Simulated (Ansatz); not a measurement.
# C3H4BF: one species, many methods

An exercise on one series of results from a longer session: the logs are not shown, and one member is left open.

The runs use Ansatz 0.2.0, Gaussian basis; functionals in def2-TZVPP, the program's frozen cores in correlated methods.

Levels to be run: LDA (SPW92), PBE-D4, revPBE-D4, BLYP-D4, r2SCAN-D4, B97M-V, PBE0-D4, B3LYP-D4, r2SCANh-D4, r2SCAN0-D4, HSE06-D4, BHLYP-D4, CAM-B3LYP-D4, LC-ωPBE, ωB97X-V, ωB97M-V, B2PLYP, PBE-QIDH; CCSD(T)/def2-SVP; CCSD(T)/def2-TZVPP; MP2/def2-QZVPP; extrapolation to the limit; RPA on PBE.

### The relaxed structure

An earlier PBE0-D4 in a triple-zeta def2 set relaxation fixed the geometry.

SMILES `C=C1BC1F`, 9 atoms, charge 0, spin multiplicity 1.

Atoms are counted from 1 here; the program's logs count them from 0.

Bond lengths: C1–C2 1.329 Å, C1–H6 1.086 Å, C1–H7 1.088 Å, C2–B3 1.498 Å, C2–C4 1.473 Å, B3–C4 1.550 Å, B3–H8 1.183 Å, C4–F5 1.374 Å, C4–H9 1.094 Å. Angles: C2–C1–H6 121.0°, C2–C1–H7 122.0°, H6–C1–H7 117.0°, C1–C2–B3 141.5°, C1–C2–C4 141.4°, B3–C2–C4 62.9°, C2–B3–C4 57.7°, C2–B3–H8 148.1°, C4–B3–H8 150.8°, C2–C4–B3 59.4°, C2–C4–F5 123.4°, C2–C4–H9 112.2°, B3–C4–F5 127.1°, B3–C4–H9 114.9°, F5–C4–H9 110.7°.

Geometry (Å):

```
C     0.39132    0.93048    1.17833
C     0.30885   -0.04957    0.28376
B    -0.53193   -1.23368   -0.08516
C     0.06888   -0.28175   -1.15045
F    -0.61387    0.59911   -1.95482
H     0.37698    0.71790    2.24300
H     0.46270    1.97488    0.88362
H    -1.33174   -2.03960    0.24652
H     0.95741   -0.66408   -1.66198
```

The first run:

Input file in.yaml:

```yaml
crystal:
  periodic: [false, false, false]
  atoms:
    - {symbol: C, position_ang: [0.391320, 0.930484, 1.178333]}
    - {symbol: C, position_ang: [0.308855, -0.049568, 0.283757]}
    - {symbol: B, position_ang: [-0.531930, -1.233683, -0.085161]}
    - {symbol: C, position_ang: [0.068882, -0.281745, -1.150454]}
    - {symbol: F, position_ang: [-0.613866, 0.599108, -1.954823]}
    - {symbol: H, position_ang: [0.376976, 0.717903, 2.242996]}
    - {symbol: H, position_ang: [0.462699, 1.974880, 0.883620]}
    - {symbol: H, position_ang: [-1.331744, -2.039604, 0.246515]}
    - {symbol: H, position_ang: [0.957408, -0.664077, -1.661982]}
basis:
  gaussian: {orbitals: def2-TZVPP}
hamiltonian: {xc: lda}
output: {orbitals: {seedname: orbitals}}
```

Run with:

```bash
$ ansatz run in.yaml --threads 2 --pin off --events-out ev --progress --plain --max-ram 4352MiB
```

Among the steps run: LDA; PBE-D4 (GGA); revPBE-D4 (GGA); BLYP-D4 (GGA); r2SCAN-D4 (meta-GGA); B97M-V (meta-GGA); PBE0-D4 (hybrid); B3LYP-D4 (hybrid); r2SCANh-D4 (hybrid); r2SCAN0-D4 (hybrid); HSE06-D4 (hybrid); BHLYP-D4 (hybrid); CAM-B3LYP-D4 (range-separated); LC-ωPBE (range-separated); ωB97X-V (range-separated); ωB97M-V (range-separated); B2PLYP (double hybrid); PBE-QIDH (double hybrid).

One table of the session follows, with a row left open; its other results are not shown here.

It belongs to the step «Orbital energies across the functionals». 

```
  functional  HOMO (eV)  LUMO (eV)  gap (eV)
 LDA (SPW92)      -6.52      -3.75      2.77
      PBE-D4          ?          ?         ?
   revPBE-D4      -6.29      -3.39      2.90
     BLYP-D4      -6.25      -3.31      2.93
   r2SCAN-D4      -6.60      -3.26      3.34
      B97M-V      -6.68      -3.19      3.48
     PBE0-D4      -7.68      -2.54      5.13
    B3LYP-D4      -7.47      -2.73      4.74
  r2SCANh-D4      -7.10      -2.92      4.18
  r2SCAN0-D4      -7.83      -2.41      5.42
    HSE06-D4      -7.27      -2.92      4.35
    BHLYP-D4      -8.82      -1.45      7.37
CAM-B3LYP-D4      -9.04      -1.41      7.63
     LC-ωPBE     -10.36      -0.30     10.06
     ωB97X-V     -10.00      -0.34      9.66
     ωB97M-V      -9.90      -0.49      9.41
```

Q: Estimate the row for PBE-D4 from the others.

As computed: HOMO (eV): -6.35; LUMO (eV): -3.49; gap (eV): 2.86. In the column «HOMO (eV)» it lies between LDA (SPW92) (-6.52) and revPBE-D4 (-6.29).
